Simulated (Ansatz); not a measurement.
What does this script print? It uses Ansatz 0.2.0, Python API.

`bde_ch4ose.py`:
```python
"""X-H bond energies of CH4OSe without relaxation."""

import ansatz as az
from ase import Atoms


def energy_of(molecule, charge=0, unpaired=0):
    calc = molecule.calculation().basis(gaussian="def2-SVPD").functional("b3lyp", dispersion="d4")
    if charge:
        calc = calc.charge(charge)
    if unpaired:
        calc = calc.spin("collinear", total=unpaired)
    report = calc.run().report
    if report["published_state_doubts"]:
        print("  doubts:", report["published_state_doubts"])
    return report["free_energy_ev"]

def without(molecule, index):
    rest = az.Crystal.molecule()
    for i, site in enumerate(molecule.cartesian_sites):
        if i != index:
            rest = rest.atom(site.symbol, site.position_ang)
    return rest

atoms = Atoms(["O", "C", "Se", "H", "H", "H", "H"], positions=[
    (-1.1551, 0.4192, -0.7853),
    (-0.1624, 0.3102, 0.1199),
    (1.1481, -0.9077, -0.6035),
    (-1.6087, -0.3939, -0.8196),
    (-0.5429, -0.0797, 1.0724),
    (0.3147, 1.3169, 0.2946),
    (2.0676, -0.7331, 0.6759),
])
molecule = az.Crystal.molecule_from_ase(atoms)

whole = energy_of(molecule, 0)
hydrogen = energy_of(az.Crystal.molecule().atom("H", (0, 0, 0)), 0, 1)
print(f"E(molecule) = {whole:.5f} eV, E(H) = {hydrogen:.5f} eV")
for index in [3, 5, 6]:
    radical = energy_of(without(molecule, index), 0, 1)
    print(f"H{index}: homolysis {96.485332 * (radical + hydrogen - whole):.1f} kJ/mol")
    anion = energy_of(without(molecule, index), -1)
    print(f"H{index}: loss of a proton {96.485332 * (anion - whole):.1f} kJ/mol")
```

Output of `python bde_ch4ose.py`:
```text
E(molecule) = -68489.35609 eV, E(H) = -13.63995 eV
H3: homolysis 443.5 kJ/mol
H3: loss of a proton 1523.3 kJ/mol
H5: homolysis 438.1 kJ/mol
H5: loss of a proton 1715.2 kJ/mol
H6: homolysis 328.3 kJ/mol
H6: loss of a proton 1439.2 kJ/mol
```

Notes:
- Total energies depend on the basis set; only differences at equal settings carry meaning.
- The geometry is a force-field or estimated start, not a minimum of this method, and the basis set is short of its limit. All parts are taken at fixed geometry, without zero-point energy.
- b3lyp holds the VWN-RPA fit, as in Gaussian; the form of ORCA and Turbomole is b3lyp5.
- The spin-orbit lowering of heavy atoms is left out.
- It ran for 44 s on 1 thread of Arm Neoverse V2 (shared host), peak memory 0.5 GiB.
